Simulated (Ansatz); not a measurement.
**CH₃FO₂Si: one species, many methods**

The task here is to estimate one member of a computed series from the others.

Program: Ansatz 0.2.0, Gaussian basis. Level of theory: functionals in def2-TZVPP, the program's frozen cores in correlated methods. These are calculated values, not measurements.

The runs, in order: LDA (SPW92), PBE-D4, revPBE-D4, BLYP-D4, r2SCAN-D4, B97M-V, PBE0-D4, B3LYP-D4, r2SCANh-D4, r2SCAN0-D4, HSE06-D4, BHLYP-D4, CAM-B3LYP-D4, LC-ωPBE, ωB97X-V, ωB97M-V, B2PLYP, PBE-QIDH; CCSD(T)/def2-SVP; CCSD(T)/def2-TZVPP; MP2/def2-QZVPP; extrapolation to the limit; RPA on PBE.

## Structure used throughout

An earlier PBE0-D4 in a triple-zeta def2 set relaxation fixed the geometry.

8 atoms, charge 0, spin multiplicity 1.

Atoms are counted from 1 here; the program's logs count them from 0.

Bond lengths: O1–Si2 1.621 Å, O1–H6 0.961 Å, Si2–O3 1.661 Å, Si2–C4 1.810 Å, Si2–H7 1.469 Å, O3–C4 1.441 Å, C4–F5 1.369 Å, C4–H8 1.088 Å. Angles: Si2–O1–H6 117.7°, O1–Si2–O3 120.1°, O1–Si2–C4 122.9°, O1–Si2–H7 107.2°, O3–Si2–C4 48.8°, O3–Si2–H7 117.9°, C4–Si2–H7 127.6°, Si2–O3–C4 71.0°, Si2–C4–O3 60.2°, Si2–C4–F5 118.7°, Si2–C4–H8 131.2°, O3–C4–F5 111.5°, O3–C4–H8 113.1°, F5–C4–H8 108.7°.

Set-up of the first run:

Input file in.yaml:

```yaml
crystal:
  periodic: [false, false, false]
  atoms:
    - {symbol: O, position_ang: [-0.379000, 1.383848, 1.230901]}
    - {symbol: Si, position_ang: [0.574796, 0.391766, 0.373581]}
    - {symbol: O, position_ang: [0.286630, -1.243597, 0.371881]}
    - {symbol: C, position_ang: [-0.058542, -0.705150, -0.918990]}
    - {symbol: F, position_ang: [-1.409066, -0.750952, -1.137623]}
    - {symbol: H, position_ang: [-1.326649, 1.230274, 1.200122]}
    - {symbol: H, position_ang: [1.958141, 0.846546, 0.564729]}
    - {symbol: H, position_ang: [0.445791, -1.209836, -1.740602]}
basis:
  gaussian: {orbitals: def2-TZVPP}
hamiltonian: {xc: lda}
output: {orbitals: {seedname: orbitals}}
```

Run with:

```
$ ansatz run in.yaml --threads 2 --pin off --events-out ev --progress --plain --max-ram 4352MiB
```

Steps of the session up to this table: LDA; PBE-D4 (GGA); revPBE-D4 (GGA); BLYP-D4 (GGA); r2SCAN-D4 (meta-GGA); B97M-V (meta-GGA); B3LYP-D4 (hybrid); r2SCANh-D4 (hybrid); r2SCAN0-D4 (hybrid); HSE06-D4 (hybrid); BHLYP-D4 (hybrid); CAM-B3LYP-D4 (range-separated); LC-ωPBE (range-separated); ωB97X-V (range-separated); ωB97M-V (range-separated); B2PLYP (double hybrid); PBE-QIDH (double hybrid).

One table of the session follows, with a row left open; its other results are not shown here.

It belongs to the step «Orbital energies across the functionals». 

| functional | HOMO (eV) | gap (eV) |
| --- | --- | --- |
| LDA (SPW92) | -6.31 | 5.36 |
| PBE-D4 | -6.13 | 5.40 |
| revPBE-D4 | -6.06 | 5.42 |
| BLYP-D4 | -6.05 | 5.37 |
| r2SCAN-D4 | -6.40 | 5.99 |
| B97M-V | -6.48 | 5.92 |
| PBE0-D4 | -7.55 | 7.66 |
| B3LYP-D4 | -7.35 | 7.19 |
| r2SCANh-D4 | -6.93 | 6.81 |
| r2SCAN0-D4 | -7.73 | 8.04 |
| HSE06-D4 | -7.14 | 6.88 |
| BHLYP-D4 | ? | ? |
| CAM-B3LYP-D4 | -9.00 | 10.07 |
| LC-ωPBE | -10.31 | 12.60 |
| ωB97X-V | -9.95 | 12.11 |
| ωB97M-V | -9.83 | 11.68 |

**Question.** Estimate the row for BHLYP-D4.

Worked estimate for «HOMO (eV)». Against the share of exact exchange, BLYP-D4 (0, -6.05), B3LYP-D4 (0.2, -7.35) give a slope of -6.50 per unit share; at 0.5 the line stands at -9.30.

**Answer.** HOMO (eV): -8.92; gap (eV): 9.84. In «HOMO (eV)» the line misses by -0.38.
